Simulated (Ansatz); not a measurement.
# LaTaO: the cost of one run

Computed with Ansatz 0.2.0 (DFT PBE, scalar-relativistic, plane waves, PAW, unless a step's input says otherwise).

**1. The structure to begin with**

Symmetry: P-6m2, No. 187, hexagonal system. The conventional cell has a = 3.479 Å, b = 3.479 Å, c = 6.015 Å, α = 90.00°, β = 90.00°, γ = 120.00°. La (site symmetry -6m2) has 6 La at 3.48 Å and 6 Ta at 3.62 Å and 6 O at 3.62 Å as nearest neighbours. Ta (site symmetry -6m2) has 3 O at 2.01 Å as nearest neighbours. O (site symmetry -6m2) is surrounded by 3 Ta at 2.01 Å.

As a file:

```xyz
3
Lattice="3.4792 0.0000 0.0000 -1.7396 3.0131 0.0000 0.0000 0.0000 6.0148" Properties=species:S:1:pos:R:3 pbc="T T T"
La    0.0000    0.0000    0.0000
Ta    1.7396    1.0044    3.0074
O     0.0000    2.0087    3.0074
```

It is the end of an earlier relaxation with the same method, from a database cell with other species swapped in; it is a trial structure. At a tolerance of 0.05 Å it has space group P-6m2 (No. 187); it has 21.02 Å³/atom, an uncorrected energy of -0.76 eV/atom over the elements.

**2. Electronic structure at the relaxed geometry**

Input file input.yaml:

```yaml
crystal:
  lattice:
    - [3.4792048093, 0.0, 0.0]
    - [-1.7396024047, 3.0130797498, 0.0]
    - [0.0, 0.0, 6.0148058846]
  atoms:
    - { symbol: La, position: [0.0, 0.0, 0.0] }
    - { symbol: Ta, position: [0.6666666667, 0.3333333333, 0.5] }
    - { symbol: O, position: [0.3333333333, 0.6666666667, 0.5] }
basis:
  ecutwfc: 420
kpoints:
  mp_grid: { grid: [18, 18, 8] }
  band_path:
    path:
      - [[0.0, 0.0, 0.0], [0.5, 0.0, 0.0], [0.33333333, 0.33333333, 0.0], [0.0, 0.0, 0.0], [0.0, 0.0, 0.5], [0.5, 0.0, 0.5], [0.33333333, 0.33333333, 0.5], [0.0, 0.0, 0.5]]
      - [[0.5, 0.0, 0.5], [0.5, 0.0, 0.0]]
      - [[0.33333333, 0.33333333, 0.5], [0.33333333, 0.33333333, 0.0]]
    npoints: 14
hamiltonian:
  xc: pbe
scf:
  occupations: { method: gaussian, width: 0.1 }
  n_extra_bands: 7
output:
  forces: true
  stress: true
  eigenvalues: true
  populations: true
  dos: { projected: true, de: 0.02, nscf_kmesh: { grid: [22, 22, 10] } }
  bader: true
  write_density: true
  write_potential: true
  elf: true
  volumetric_format: npy
```

On the command line:

```bash
> ansatz run input.yaml --threads 1 --pin off --max-ram 2560MiB --backend cpu --events-out ev --progress --plain --runs-dir out
```

Q: Estimate wall time and peak memory on 1 thread of Arm Neoverse V2, shared host.

About 86 s, with a peak of 0.56 GiB.
